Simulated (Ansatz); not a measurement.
# SZr: the cost of one run

Program: Ansatz 0.2.0, Gaussian basis. Level of theory: def2-TZVPP, core rule «outside noble gas», up to 9 orbitals frozen. These are calculated values, not measurements.

Plan: UHF; CCSD(T) on ROHF; CCSD(T) on UHF; CCSDT(Q) on ROHF; CCSDT(Q) on UHF.

13 further runs of the same task are left out: 8 for a known fault of the program, 1 that didn't finish, 4 set aside as unsound or not needed. Runs told in other sessions of the task aren't counted.

## Step 1: What is computed

The geometry is a PBE0/def2-TZVP stationary point (not a proven minimum) of the parent state, kept for this charge and spin. No spin-orbit coupling is included. Elements past krypton take def2 core potentials.

2 atoms, charge 1, spin multiplicity 4.

Atoms are counted from 1 here; the program's logs count them from 0.

Bond lengths: Zr1–S2 2.183 Å.

## Step 2: UHF

in.yaml reads:

```yaml
crystal:
  periodic: [false, false, false]
  atoms:
    - {symbol: Zr, position_ang: [0.000000, 0.000000, 0.000000]}
    - {symbol: S, position_ang: [0.000000, 0.000000, 2.182917]}
basis:
  gaussian: {orbitals: def2-TZVPP}
total_charge: 1
magnetization: {spin_polarized: true, initial_magnetization: 3}
hamiltonian: {xc: hf}
output: {orbitals: {seedname: orbitals}}
```

The run is started by

```console
$ ansatz run in.yaml --threads 1 --pin off --events-out ev --progress --plain --max-ram 2816MiB --backend cpu
```

Q: Estimate wall time and peak memory on 1 thread of AMD EPYC 7R13, shared host.

About 21 s, with a peak of 0.26 GiB.
